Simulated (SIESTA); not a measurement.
InSb3 in SIESTA: the effect of strain zz

The system is InSb3.

```
CELL_PARAMETERS angstrom
0.00000 3.79455 3.64277
3.79455 0.00000 3.64277
3.79455 3.79455 0.00000
ATOMIC_POSITIONS crystal
Sb 0.50000 0.50000 0.50000
Sb 0.75000 0.75000 0.75000
Sb 0.25000 0.25000 0.25000
In 0.00000 0.00000 0.00000
```

The cell comes from a database or a generator and needn't be the stable form of this composition.

The cell isn't the ideal one: cell strained along z.

Alike in all runs:

| Item | Value |
| --- | --- |
| Program | SIESTA 5.4.2 |
| Task | band structure |
| Functional | PBEsol |
| Potentials or basis | PseudoDojo 0.4 standard (PBEsol files) |
| Basis | DZP (energy shift 0.003 Ry; two zetas on semicore shells) |
| Grid cutoff | 500 Ry |
| Energy shift | 0.003 Ry |
| k mesh | 6 × 6 × 6 |
| Occupations | fermi-dirac, width 0.05 eV |
| Spin | no spin polarisation |

Problem. One run gave: pressure -0.6 GPa. Which strain zz did it use?
A. 0.04
B. 0.02
C. -0.02
D. 0
E. -0.04

Solution. C.

| strain zz | pressure (GPa) |
| --- | --- |
| -0.04 | 0.7 |
| -0.02 | -0.6 |
| 0 | -1.7 |
| 0.02 | -2.7 |
| 0.04 | -3.5 |

Caveats: the basis of atomic orbitals isn't converged, which shifts pressures, moduli and gaps.
